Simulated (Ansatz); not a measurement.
# H3LiSeSi (SMILES [Li][Se][SiH3]): functionals against CCSD(T) at one geometry

How do the functionals fare away from a minimum? The structure is a structure displaced at random from a GFN2-xTB minimum.

Method: single points in def2-TZVPP; program: Ansatz 0.2.0, Gaussian basis.

Cores are frozen in the correlated methods. Filled d shells of the heavier atoms are correlated. The outer core shell of Li, Na, Mg and K is correlated.

## (1) The system as given

SMILES `[Li][Se][SiH3]`, 6 atoms, charge 0, spin multiplicity 1.

Atoms are counted from 1 here; the program's logs count them from 0.

Bond lengths: Li1–Se2 2.315 Å, Se2–Si3 2.184 Å, Si3–H4 1.478 Å, Si3–H5 1.347 Å, Si3–H6 1.556 Å. Angles: Li1–Se2–Si3 133.5°, Se2–Si3–H4 105.3°, Se2–Si3–H5 106.3°, Se2–Si3–H6 101.4°, H4–Si3–H5 113.6°, H4–Si3–H6 114.6°, H5–Si3–H6 114.1°.

As a file:

```
atom     x (Å)     y (Å)     z (Å)
 Li1  -0.22600  -2.88050   1.54820
 Se2  -0.92000  -1.06990   0.28270
 Si3   0.09980   0.69660  -0.49770
  H4   1.28700   0.17820  -1.20870
  H5  -0.78320   1.31690  -1.30390
  H6   0.41770   1.47170   0.81330
```

## (2) CCSD(T)/def2-TZVPP

Input file run/in.yaml:

```yaml
crystal:
  periodic: [false, false, false]
  atoms:
    - {symbol: Li, position_ang: [-0.226000, -2.880500, 1.548200]}
    - {symbol: Se, position_ang: [-0.920000, -1.069900, 0.282700]}
    - {symbol: Si, position_ang: [0.099800, 0.696600, -0.497700]}
    - {symbol: H, position_ang: [1.287000, 0.178200, -1.208700]}
    - {symbol: H, position_ang: [-0.783200, 1.316900, -1.303900]}
    - {symbol: H, position_ang: [0.417700, 1.471700, 0.813300]}
basis:
  gaussian: {orbitals: def2-TZVPP}
correlation: {method: ccsd_t}
output: {forces: true}
```

The command line of these runs was not kept.

## (3) PBE0-D4/def2-TZVPP

Edit run/in.yaml of step 2 so:

```diff
@@ -11,3 +11,3 @@
   gaussian: {orbitals: def2-TZVPP}
-correlation: {method: ccsd_t}
-output: {forces: true}
+hamiltonian: {xc: pbe0, dispersion: d4}
+output: {forces: true, orbitals: {seedname: orbitals}}
```

## (4) wB97M-V/def2-TZVPP

Edit run/in.yaml of step 3 so:

```diff
@@ -11,3 +11,3 @@
   gaussian: {orbitals: def2-TZVPP}
-hamiltonian: {xc: pbe0, dispersion: d4}
-output: {forces: true, orbitals: {seedname: orbitals}}
+hamiltonian: {xc: {name: wB97M-V}}
+output: {forces: true}
```

## (5) r2SCAN-D4/def2-TZVPP

Edit run/in.yaml of step 4 so:

```diff
@@ -11,3 +11,3 @@
   gaussian: {orbitals: def2-TZVPP}
-hamiltonian: {xc: {name: wB97M-V}}
+hamiltonian: {xc: r2scan, dispersion: d4}
 output: {forces: true}
```

## (6) PBE-D4/def2-TZVPP

Edit run/in.yaml of step 5 so:

```diff
@@ -11,3 +11,3 @@
   gaussian: {orbitals: def2-TZVPP}
-hamiltonian: {xc: r2scan, dispersion: d4}
+hamiltonian: {xc: pbe, dispersion: d4}
 output: {forces: true}
```

## (7) LC-wPBE/def2-TZVPP

Edit run/in.yaml of step 6 so:

```diff
@@ -11,3 +11,3 @@
   gaussian: {orbitals: def2-TZVPP}
-hamiltonian: {xc: pbe, dispersion: d4}
+hamiltonian: {xc: {name: LC-wPBE}}
 output: {forces: true}
```

## (8) revPBE-D4/def2-TZVPP

Edit run/in.yaml of step 7 so:

```diff
@@ -11,3 +11,3 @@
   gaussian: {orbitals: def2-TZVPP}
-hamiltonian: {xc: {name: LC-wPBE}}
+hamiltonian: {xc: {name: revPBE}, dispersion: d4}
 output: {forces: true}
```

(Steps that only read results are left out.)

Before running it: what results should come out? Wanted: energy less free atoms, CCSD(T)/def2-TZVPP; RMS force component; RMS force error; HOMO and LUMO, PBE0-D4; T1 diagnostic.

As calculated:

| quantity | value |
| --- | --- |
| energy less free atoms, CCSD(T)/def2-TZVPP | -1490.6 kJ/mol |
| RMS force component | 1.340 to 1.388 eV/Å over the methods |
| RMS force error | PBE0-D4 0.051, wB97M-V 0.045, r2SCAN-D4 0.041, PBE-D4 0.114, LC-wPBE 0.101, revPBE-D4 0.128 eV/Å |
| HOMO and LUMO, PBE0-D4 | -5.41 and -1.51 eV |
| T1 diagnostic | 0.008 |

Against CCSD(T) the functionals' energies less atoms differ by -45.7 to +13.8 kJ/mol, PBE-D4 by -13.8 kJ/mol. A larger basis would deepen the CCSD(T) value, while the functionals are nearly converged already, so the order here is not reliable. On forces the order runs from r2SCAN-D4 to revPBE-D4. Frozen-core CCSD(T) forces in triple zeta carry basis errors of their own, and this is one geometry, so small gaps rank nothing.
